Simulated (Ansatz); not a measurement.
## Al2Cl2H2, SMILES [AlH2][Al]([Cl])[Cl]: an atomisation energy, step by step

Program: Ansatz 0.2.0, Python API.

The cells in order, each with its output:

```python
from collections import Counter

import ansatz as az
from ase import Atoms
```

```python
config = {
    "basis_set": "cc-pVTZ",
    "xc": "r2scan",
}
```

```python
def single_point(molecule, charge=0, unpaired=0):
    calc = (
        molecule.calculation()
        .basis(gaussian=config["basis_set"])  # atom-centred Gaussian functions
        .functional(config["xc"])
        .scf(lower_state_search="standard")
    )
    if charge:
        calc = calc.charge(charge)
    if unpaired:
        calc = calc.spin("collinear", total=unpaired)
    return calc.run(threads=1).report["free_energy_ev"]
```

```python
atoms = Atoms(["Al", "Al", "Cl", "Cl", "H", "H"], positions=[
    [-0.7224, 0.981, -0.3971],
    [0.6356, -0.884, 0.3394],
    [1.6185, -0.8007, 2.2903],
    [0.9541, -2.6434, -0.9618],
    [-1.4995, 0.961, -1.8454],
    [-0.9443, 2.3221, 0.5285],
])
geometry = az.Crystal.molecule_from_ase(atoms)

# Hund ground states
unpaired = {"Al": 1, "Cl": 1, "H": 1}
counts = Counter(site.symbol for site in geometry.cartesian_sites)
atom_energy = {s: single_point(az.Crystal.molecule().atom(s, (0, 0, 0)), 0, unpaired[s]) for s in counts}
whole = single_point(geometry, 0, 0)
for s, e in atom_energy.items():
    print(f"{s:2s} x{counts[s]}  {e:14.5f} eV")
print(f"Al2Cl2H2: {whole:.5f} eV")
split = sum(counts[s] * e for s, e in atom_energy.items()) - whole
print(f"atomisation energy (no zero-point term): {96.485332 * split:.1f} kJ/mol, {split / sum(counts.values()):.3f} eV an atom")
```

    Al x2     -6594.24678 eV
    Cl x2    -12520.60686 eV
    H  x2       -13.60373 eV
    Al2Cl2H2: -38273.25290 eV
    atomisation energy (no zero-point term): 1576.4 kJ/mol, 2.723 eV an atom

1576.4 kJ/mol from the electronic energies, without the zero-point term.

Notes:
- These settings explore the input space; basis and method may be short of convergence.
- The geometry is a force-field or estimated start, not a minimum of this method, and the basis set is short of its limit. All parts are taken at fixed geometry, without zero-point energy.
- For Al to Cl the sets with a tight d function, cc-pV(X+d)Z, are usual.
- Finished in 14 s on 1 thread of Arm Neoverse V1 (shared host), peak memory 0.29 GiB.

(Lines on the test bed's own set-up are left out of the output.)
